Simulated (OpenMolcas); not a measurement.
# Ti²⁺ among point charges: CASSCF and CASPT2 levels and susceptibility

Aim: the splitting of the states of Ti²⁺ in the field of 4 point charges, its lowest levels with spin-orbit coupling and its magnetic susceptibility.

Program: OpenMolcas 26.06. Level of theory: state-averaged CASSCF and CASPT2, spin-orbit coupling by RASSI with atomic mean-field integrals. These are calculated values, not measurements, unless marked.

### Step 1. The atom as given

| Property | Result |
| --- | --- |
| Species | Ti²⁺ (titanium, Z = 22, 20 electrons) |
| Basis | ANO-RCC-VDZP [5s4p2d1f], 34 functions |
| Scalar Hamiltonian | DKH2, point nucleus |
| Inactive shells | 1s 2s 2p 3s 3p |
| Active space | 2 electrons in 5 orbitals (3d) |
| Some configurations of this space | 3d² |
| Orbitals | optimised for each spin and parity, averaged over all roots |

The outer shells:

3d2
```
3d [↑ ][↑ ][  ][  ][  ]
```

The ion sits among 4 point charges of -0.75 e arranged as a tetrahedron (Td), 1.94 Å from the ion.

The work runs as a chain of OpenMolcas steps in one folder; each step below is one input file. Labels, J, g values, rates, χT and fits are worked out afterwards by a script from the matrices that RASSI stores.

### Step 2. Basis and integrals

a.inp reads:

```
&GATEWAY
Coord
1

Ti 0.0 0.0 0.0
Basis=ANO-RCC-VDZP
Group=NoSym
NoMove
AngMom=0.0 0.0 0.0
AMFI
XField
4 Angstrom 0
1.120060 1.120060 1.120060 -0.750000
1.120060 -1.120060 -1.120060 -0.750000
-1.120060 1.120060 -1.120060 -0.750000
-1.120060 -1.120060 1.120060 -0.750000
&SEWARD
```

Started as:

```sh
$ OMP_NUM_THREADS=1 MOLCAS_MEM=1689 MOLCAS_PROJECT=a pymolcas a.inp > a.log
```

### Step 3. CASSCF: triplets, 10 roots

a.inp reads:

```
&RASSCF
FileOrb=start.orb
Symmetry=1
Spin=3
nActEl=2 0 0
Inactive=9
Ras2=5
CIRoot=10 10 1
SDav=10
CIMx=300
Iter=120 100
PrWF=0.3
OrbListing=Nothing
MaxOrb=0
>>> COPY $Project.JobIph JOB001
```

start.orb holds the contracted functions of the basis, ordered by shell, or the orbitals of the step before.

### Step 4. Reference wave functions, singlets, 15 roots

a.inp reads:

```
&RASSCF
FileOrb=start.orb
Symmetry=1
Spin=1
nActEl=2 0 0
Inactive=9
Ras2=5
CIRoot=15 15 1
SDav=15
CIMx=300
Iter=120 100
PrWF=0.3
OrbListing=Nothing
MaxOrb=0
>>> COPY $Project.JobIph JOB002
```

### Step 5. RASSI: spin-orbit coupling between the states

a.inp reads:

```
&RASSI
NrOfJobIphs=2 10 15
1 2 3 4 5 6 7 8 9 10
1 2 3 4 5 6 7 8 9 10 11 12 13 14 15
IphNames
JOB001
JOB002
EJob
SpinOrbit
DIPRint=1.0
SOCoupling=1000.0
Subsets=2
Property=9
'ANGMOM' 1 'ANGMOM' 2 'ANGMOM' 3 'MLTPL  1' 1 'MLTPL  1' 2 'MLTPL  1' 3
'AMFI' 1 'AMFI' 2 'AMFI' 3
SOProperty=3
'ANGMOM' 1 'ANGMOM' 2 'ANGMOM' 3
```

### Step 6. CASPT2: IPEA 0.25, imaginary shift 0.1 (closed shells correlated: 3s 3p)

a.inp reads:

```
>>> COPY JOB001 $Project.JobIph
&CASPT2
Multistate=10 1 2 3 4 5 6 7 8 9 10
NoMult
Frozen=5
IPEA=0.25
Imaginary=0.1
MaxIter=60
WThr=0.0 0.3 0.05
PrWF=0.5
NoMix
>>> COPY JOB002 $Project.JobIph
&CASPT2
Multistate=15 1 2 3 4 5 6 7 8 9 10 11 12 13 14 15
NoMult
Frozen=5
IPEA=0.25
Imaginary=0.1
MaxIter=60
WThr=0.0 0.3 0.05
PrWF=0.5
NoMix
```

(Steps that only read results are left out.)

Before running it: what results should come out? Wanted: spin-free ground state; first state of the same spin within the active space; lowest level; next level.

As calculated:

| quantity | value |
| --- | --- |
| method | SS-CASPT2, IPEA 0.25, imaginary shift 0.1 (closed shells correlated: 3s 3p) |
| spin-free ground state | 3A2, 1-fold in its orbital part |
| first state of the same spin within the active space | 3T2 at 1680 cm⁻¹ |
| lowest level | 3-fold T2 |
| next level | 1643.7 cm⁻¹ |
| χT at 300 K | 1.08 cm³ K/mol |
| effective moment at 300 K | 2.94 μB |

Cost by method:

```tsv
method	time of its own steps	time with the reference
A. CASSCF	4.6 s	4.6 s
B. SS-CASPT2, IPEA 0.25, imaginary shift 0.1, +3s 3p	1.9 s	6.5 s
```

Times are of one thread on a shared host.

What this shows: The spin-free ground state (3A2) comes to 100 % from free-ion F terms and keeps the highest spin of the shell. χT at 300 K is 1.08, against 1.00 cm³ K/mol for the spin alone, so orbital moment adds to it. CASPT2 does not keep the components of a term degenerate, and the means are used. The field of point charges can differ much from that of real complexes. This is an electrostatic model: the charges have no orbitals.
